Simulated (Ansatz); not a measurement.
**C₂H₃NSi: single points off equilibrium**

An exercise on one series of results from a longer session: the logs are not shown, and one member is left open.

Computed with Ansatz 0.2.0, Gaussian basis. Level: single points in def2-TZVPP.

Cores are frozen in the correlated methods.

## The system as given

SMILES `C=[Si]=C=N`, 7 atoms, charge 0, spin multiplicity 1.

Atoms are counted from 1 here; the program's logs count them from 0.

Bond lengths: C1–Si2 1.727 Å, C1–H5 1.073 Å, C1–H6 1.042 Å, Si2–C3 1.784 Å, C3–N4 1.192 Å, N4–H7 0.968 Å. Angles: Si2–C1–H5 122.3°, Si2–C1–H6 121.8°, H5–C1–H6 116.0°, C1–Si2–C3 140.4°, Si2–C3–N4 143.1°, C3–N4–H7 130.0°.

Geometry (Å):

```tsv
atom	x (Å)	y (Å)	z (Å)
C1	-1.1986	1.4588	-0.1519
Si2	0.0183	0.3150	0.2870
C3	0.6560	-1.2749	-0.2119
N4	1.5128	-2.0712	0.0150
H5	-1.8904	1.2805	-0.9524
H6	-1.2998	2.3692	0.3443
H7	2.2277	-2.0478	0.6679
```

Set-up of the first run:

The input, run/in.yaml:

```yaml
crystal:
  periodic: [false, false, false]
  atoms:
    - {symbol: C, position_ang: [-1.198600, 1.458800, -0.151900]}
    - {symbol: Si, position_ang: [0.018300, 0.315000, 0.287000]}
    - {symbol: C, position_ang: [0.656000, -1.274900, -0.211900]}
    - {symbol: N, position_ang: [1.512800, -2.071200, 0.015000]}
    - {symbol: H, position_ang: [-1.890400, 1.280500, -0.952400]}
    - {symbol: H, position_ang: [-1.299800, 2.369200, 0.344300]}
    - {symbol: H, position_ang: [2.227700, -2.047800, 0.667900]}
basis:
  gaussian: {orbitals: def2-TZVPP}
correlation: {method: ccsd_t}
output: {forces: true}
```

The command line of these runs was not kept.

Among the steps run: CCSD(T)/def2-TZVPP; PBE0-D4/def2-TZVPP; wB97M-V/def2-TZVPP; r2SCAN-D4/def2-TZVPP; PBE-D4/def2-TZVPP; revPBE-D4/def2-TZVPP; B97M-V/def2-TZVPP.

One of the session's tables, all rows but one given; the rest of the session is left out.

```
   method  RMS force component (eV/Å)  angle to CCSD(T) forces (°)  dipole (D)
  CCSD(T)                       1.162                    reference        1.56
  PBE0-D4                       1.108                         19.7        1.60
  wB97M-V                       1.157                         25.7        1.92
r2SCAN-D4                       1.112                         11.3        1.45
   PBE-D4                           ?                            ?           ?
revPBE-D4                       1.254                          6.5        1.45
   B97M-V                       1.051                         15.8        1.50
```

Estimate the missing values for PBE-D4.

As computed: RMS force component (eV/Å): 1.221; angle to CCSD(T) forces (°): 7.2; dipole (D): 1.47. In the column «RMS force component (eV/Å)» it lies between CCSD(T) (1.162) and revPBE-D4 (1.254).
